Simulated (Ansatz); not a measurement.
# CH₉GeN₃: how energies converge with the basis set

How large a basis does CH₉GeN₃ need? Two functionals are run in growing sets.

Program: Ansatz 0.2.0, Gaussian basis. Level of theory: one geometry, several basis sets. These are calculated values, not measurements.

Levels to be run: PBE0-D4/def2-SVP; ωB97M-V/def2-SVP; PBE0-D4/def2-QZVPP; ωB97M-V/def2-QZVPP; the functionals' def2-TZVPP values are taken from earlier runs.

### 1 Structure used throughout

An earlier PBE0-D4 in a triple-zeta def2 set relaxation fixed the geometry.

SMILES `[CH3][Ge]([NH2])([NH2])[NH2]`, 14 atoms, charge 0, spin multiplicity 1.

Atoms are counted from 1 here; the program's logs count them from 0.

Bond lengths: C1–Ge2 1.946 Å, C1–H6 1.091 Å, C1–H7 1.092 Å, C1–H8 1.091 Å, Ge2–N3 1.840 Å, Ge2–N4 1.840 Å, Ge2–N5 1.829 Å, N3–H9 1.010 Å, N3–H10 1.011 Å, N4–H11 1.010 Å, N4–H12 1.011 Å, N5–H13 1.009 Å, N5–H14 1.009 Å. Angles: Ge2–C1–H6 110.0°, Ge2–C1–H7 110.8°, Ge2–C1–H8 110.0°, H6–C1–H7 108.4°, H6–C1–H8 109.1°, H7–C1–H8 108.4°, C1–Ge2–N3 106.9°, C1–Ge2–N4 106.9°, C1–Ge2–N5 119.5°, N3–Ge2–N4 120.5°, N3–Ge2–N5 102.0°, N4–Ge2–N5 102.0°, Ge2–N3–H9 115.7°, Ge2–N3–H10 114.5°, H9–N3–H10 109.0°, Ge2–N4–H11 115.7°, Ge2–N4–H12 114.5°, H11–N4–H12 109.0° and more.

### 2 PBE0-D4 in def2-SVP

in.yaml reads:

```yaml
crystal:
  periodic: [false, false, false]
  atoms:
    - {symbol: C, position_ang: [-1.638139, 0.709702, 0.163268]}
    - {symbol: Ge, position_ang: [0.142892, -0.046818, -0.044537]}
    - {symbol: N, position_ang: [1.197822, 0.703388, 1.263033]}
    - {symbol: N, position_ang: [-0.060977, -1.872561, -0.146656]}
    - {symbol: N, position_ang: [1.103470, 0.312556, -1.559303]}
    - {symbol: H, position_ang: [-2.286190, 0.366226, -0.643755]}
    - {symbol: H, position_ang: [-2.081007, 0.405540, 1.114329]}
    - {symbol: H, position_ang: [-1.585894, 1.798737, 0.140424]}
    - {symbol: H, position_ang: [0.816844, 0.683108, 2.198084]}
    - {symbol: H, position_ang: [2.146981, 0.357429, 1.286141]}
    - {symbol: H, position_ang: [-0.635697, -2.289866, 0.571225]}
    - {symbol: H, position_ang: [0.805370, -2.388028, -0.216527]}
    - {symbol: H, position_ang: [1.356292, 1.281764, -1.684177]}
    - {symbol: H, position_ang: [0.705132, -0.050277, -2.412848]}
basis:
  gaussian: {orbitals: def2-SVP}
hamiltonian: {xc: pbe0, dispersion: d4}
output: {orbitals: {seedname: orbitals}}
```

The run is started by

```
$ ansatz run in.yaml --threads 4 --pin off --events-out ev --progress --plain --max-ram 11315MiB
```

The runs that follow: ωB97M-V in def2-SVP; PBE0-D4 in def2-QZVPP; ωB97M-V in def2-QZVPP.

**Question.** What will the summary of the whole plan be? Wanted: PBE0-D4: double and triple zeta above quadruple; ωB97M-V: double and triple zeta above quadruple.

The runs gave:

| quantity | value |
| --- | --- |
| PBE0-D4: double and triple zeta above quadruple | 15.67, 1.59 eV |
| ωB97M-V: double and triple zeta above quadruple | 15.89, 1.54 eV |

In words: PBE0-D4 gains 14.08 eV from double to triple zeta, then 1.59 eV more. These are total energies; as a rule much of such shifts cancels in differences, which this series doesn't test. The LUMO of ωB97M-V is positive and keeps falling with the basis (2.89 to 1.35 eV): an unbound level that the basis holds in place.
